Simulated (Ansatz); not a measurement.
The system is CsLiCr2Te2S3.

```
Cs Li Cr Te S
1.0
     7.05684    0.00000    0.00000
     0.00000    3.98060    0.00000
    -2.67333    0.00000    8.68168
Cs Li Cr Te S
1 1 2 2 3
Direct
  0.07739 0.00000 0.37706
  0.86424 0.50000 0.78883
  0.12646 0.00000 0.94616
  0.59290 0.50000 0.97165
  0.50838 0.00000 0.15270
  0.55612 0.00000 0.74893
  0.87426 0.00000 0.68502
  0.25176 0.50000 0.84402
  0.96294 0.50000 0.05357
```

The cell was built by a generator and needn't be a form met in nature.

Program: Ansatz 0.2.0. Alike in all runs: spin collinear, ferromagnetic start; cell as given; k mesh 4 × 7 × 3; smearing fermi-dirac 0.05 eV.

Order these runs on this cell by their pressure, lowest first.
A. level PBE+U; potentials or basis Ansatz PAW; U Cr d U = 4 eV; cutoff (eV) 420; hubbard projectors ortho-atomic (the default); double counting fll (the default)
B. level PBE; potentials or basis SPMS NC; cutoff (eV) 871
C. level PBE+U; potentials or basis Ansatz PAW; U Cr d U = 8 eV; cutoff (eV) 420; hubbard projectors ortho-atomic (the default); double counting fll (the default)

B (0.3 GPa), A (2.3 GPa), C (4.9 GPa).

Caveats: only a ferromagnetic start was run, and an antiferromagnetic order may lie lower in energy; the magnetic or orbital state may not be the lowest (some runs).
